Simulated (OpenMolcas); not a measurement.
# singlet GaSiH4O+ at 6 levels

Wanted: a comparison of 6 runs (HF/STO-3G, B3LYP/6-31G*, BHLYP/cc-pVDZ, BLYP/cc-pVDZ, revPBE/cc-pVDZ, MP2/cc-pVDZ) of singlet GaSiH4O+. 

The calculation is run with OpenMolcas 26.06.

1 further run of the same task is left out (set aside as unsound or not needed).

## Step 1: The structure to begin with

GaSiH4O+ has 7 atoms, charge +1, and is taken as a singlet. SMILES of the parent species: `[SiH3][O][GaH]`. The coordinates come from a PBE0-D4/def2-TZVP relaxation. This is one conformer, not always the lowest. That shape belongs to the parent species and isn't relaxed for this state.

Bond lengths: Si1–O2 1.632 Å, O2–Ga3 1.793 Å, Si1–H4 1.488 Å, Si1–H5 1.491 Å, Si1–H6 1.488 Å, Ga3–H7 1.605 Å. Angles: Si1–O2–Ga3 142.9°, O2–Si1–H4 109.9°, O2–Si1–H5 111.5°, O2–Si1–H6 109.9°, O2–Ga3–H7 113.7°, H4–Si1–H5 108.4°, H4–Si1–H6 108.7°, H5–Si1–H6 108.3°.

## Step 2: A single-point energy at HF/STO-3G (run 1)

geom.xyz reads:

```xyz
7

Si    -0.907100     0.576700    -0.244500
O      0.281700    -0.375400     0.340400
Ga     1.972300    -0.895800     0.047800
H     -2.099000    -0.248300    -0.578700
H     -0.473700     1.297400    -1.475800
H     -1.295700     1.586500     0.776300
H      2.521500    -1.941000     1.134400
```

run.input reads:

```
* GaH4OSi Hartree-Fock

&GATEWAY
  BASLIB = $CurrDir
  COORD = geom.xyz
  BASIS = STO-3G
  GROUP = NoSym

&SEWARD

&SCF
  CHARGE = 1
  THRESHOLDS = 1e-10 1e-07 1e-07 1e-05
  PRORBITALS = 0
```

The basis set STO-3G is read from a file made from the Basis Set Exchange's data (not shown).

Launch:

```
$ export MOLCAS_MEM=1860
$ pymolcas run.input > run.log
```

The log of the run:

```text
--- Start Module: gateway ---
[...]
--- Stop Module: gateway /rc=_RC_ALL_IS_WELL_ ---
--- Start Module: seward ---
[...]
      Basis functions           36
--- Stop Module: seward /rc=_RC_ALL_IS_WELL_ ---
[...]
--- Start Module: scf ---
[...]
       Convergence after  27 Iterations
[...]
::    Total SCF energy                              -2262.4476074945
[...]
      Total spin, S                                     0.0000000000
[...]
      Total electronic charge=   56.000000
      Total            charge=    1.000000
[...]
      Dipole Moment (debye):
      Origin of the operator (angstrom)=    0.9725   -0.4354    0.0150
                   X=  2.8597E+00               Y= -5.0764E-01               Z= -1.0006E+00           Total=  3.0720E+00
      Center of Charge (angstrom)
[...]
--- Stop Module: scf /rc=_RC_ALL_IS_WELL_ ---
[...]
```

Run time: 3.6 s. Hardware: 1 thread of AMD EPYC 7R43 (Zen 3), shared host; peak memory 0.37 GiB.

## Step 3: The energy at B3LYP/6-31G(d) (spherical functions) (run 2)

test.inp reads:

```
* GaH4OSi Kohn-Sham DFT
>>> EXPORT MOLCAS_PRINT=2
&GATEWAY
BasLib
$CurrDir
Coord
7
angstrom
Si      -0.907100       0.576700      -0.244500
O        0.281700      -0.375400       0.340400
Ga       1.972300      -0.895800       0.047800
H       -2.099000      -0.248300      -0.578700
H       -0.473700       1.297400      -1.475800
H       -1.295700       1.586500       0.776300
H        2.521500      -1.941000       1.134400
Basis
6-31Gs
Group
NoSym
&SEWARD
GridInput
Grid=UltraFine
End of Grid
&SCF
Charge
1
KSDFT
B3LYP
Thresholds
1e-10 1e-07 1e-07 1e-05
PrOrbitals
0
```

The basis set 6-31G* is read from a file made from the Basis Set Exchange's data (not shown).

Launch:

```
$ export MOLCAS_MEM=1860
$ pymolcas test.inp > test.log
```

The log of the run:

```text
--- Start Module: gateway ---
[...]
--- Stop Module: gateway /rc=_RC_ALL_IS_WELL_ ---
--- Start Module: seward ---
[...]
      Basis functions           72
--- Stop Module: seward /rc=_RC_ALL_IS_WELL_ ---
[...]
--- Start Module: scf ---
[...]
       Convergence after  22 Iterations
[...]
::    Total KS-DFT energy                           -2291.4511471291
[...]
      Total spin, S                                     0.0000000000
[...]
      Total electronic charge=   56.000000
      Total            charge=    1.000000
[...]
      Dipole Moment (debye):
      Origin of the operator (angstrom)=    0.9725   -0.4354    0.0150
                   X=  3.8420E+00               Y= -1.0393E+00               Z= -8.6146E-01           Total=  4.0723E+00
      Center of Charge (angstrom)
[...]
--- Stop Module: scf /rc=_RC_ALL_IS_WELL_ ---
[...]
```

Wall time 30 s (1 thread of AMD EPYC 7R43 (Zen 3), shared host); peak memory 0.42 GiB.

Runs 3 to 5 aren't shown in full; the table further down has their settings and results.

## Step 4: The energy at MP2/cc-pVDZ (run 6)

coord.xyz reads:

```xyz
7

Si    -0.907100     0.576700    -0.244500
O      0.281700    -0.375400     0.340400
Ga     1.972300    -0.895800     0.047800
H     -2.099000    -0.248300    -0.578700
H     -0.473700     1.297400    -1.475800
H     -1.295700     1.586500     0.776300
H      2.521500    -1.941000     1.134400
```

test.input reads:

```
* GaH4OSi MP2

&GATEWAY
 BasLib=$CurrDir
 Coord=coord.xyz
 Basis=cc-pVDZ
 Group=NoSym

&SEWARD

&SCF
 Charge=1
 Thresholds=1e-10 1e-07 1e-07 1e-05
 PrOrbitals=1 2

&MBPT2
 Frozen=15
```

The basis set cc-pVDZ is read from a file made from the Basis Set Exchange's data (not shown).

Launch:

```
$ export MOLCAS_MEM=1860
$ pymolcas test.input > test.log
```

The log of the run:

```text
--- Start Module: gateway ---
[...]
--- Stop Module: gateway /rc=_RC_ALL_IS_WELL_ ---
[...]
      Basis functions           79
[...]
--- Start Module: scf ---
[...]
       Convergence after  19 Iterations
[...]
::    Total SCF energy                              -2289.0699315498
[...]
      Total spin, S                                     0.0000000000
[...]
      Total electronic charge=   56.000000
      Total            charge=    1.000000
[...]
      Dipole Moment (debye):
      Origin of the operator (angstrom)=    0.9725   -0.4354    0.0150
                   X=  5.6460E+00               Y= -1.3435E+00               Z= -1.5120E+00           Total=  5.9974E+00
      Center of Charge (angstrom)
[...]
--- Stop Module: scf /rc=_RC_ALL_IS_WELL_ ---
[...]
--- Start Module: mbpt2 ---
[...]
WARNING!
Default frozen orbitals as non valence orbitals is overwritten by user input.
Default values:  17
[...]
       Reference weight ( Cref**2 )         =        0.88409
::    Total MBPT2 energy                            -2289.4280477918
[...]
      Total MBPT2 calculations                           0.26      0.33
--- Stop Module: mbpt2 /rc=_RC_ALL_IS_WELL_ ---
[...]
```

Wall time 10 s (1 thread of AMD EPYC 7R43 (Zen 3), shared host); peak memory 0.44 GiB.

## Step 5: The series

| run | level | integration grid | frozen core orbitals | energy (Eh) | HOMO energy (eV) | LUMO energy (eV) | HOMO–LUMO gap (eV) | wall time |
| --- | --- | --- | --- | --- | --- | --- | --- | --- |
| 1 | HF/STO-3G | – | – | -2262.447607 | -14.99 | -4.49 | 10.50 | 3.6 s |
| 2 | B3LYP/6-31G* (spherical functions) | UltraFine | – | -2291.451147 | -13.09 | -10.81 | 2.28 | 30 s |
| 3 | BHLYP/cc-pVDZ | UltraFine | – | -2291.580243 | -14.33 | -9.75 | 4.58 | 31 s |
| 4 | BLYP/cc-pVDZ | UltraFine | – | -2291.701024 | -11.97 | -11.04 | 0.94 | 44 s |
| 5 | revPBE/cc-pVDZ | UltraFine | – | -2291.423057 | -12.02 | -11.01 | 1.01 | 44 s |
| 6 | MP2/cc-pVDZ | – | 15 | -2289.428048 | -16.20 | -7.50 | 8.70 | 10 s |

## Step 6: Results

```
                                           quantity           value
                                run 6: total energy  -2289.42805 Eh
         run 6: HOMO energy (Hartree–Fock orbitals)       -16.20 eV
         run 6: LUMO energy (Hartree–Fock orbitals)        -7.50 eV
       run 6: HOMO–LUMO gap (Hartree–Fock orbitals)         8.70 eV
run 6: correlation energy (15 core orbitals frozen)      -358.1 mEh
```

Over runs 1, 2, 3, 4, 5 the HOMO–LUMO gap runs from 0.94 eV (BLYP/cc-pVDZ) to 10.50 eV (HF/STO-3G). The two ends differ in method and basis. Totals of different functionals can't be ranked against each other. In run 1 the basis is minimal, so the values are rough. All runs together took 2.7 min, the longest 44 s.
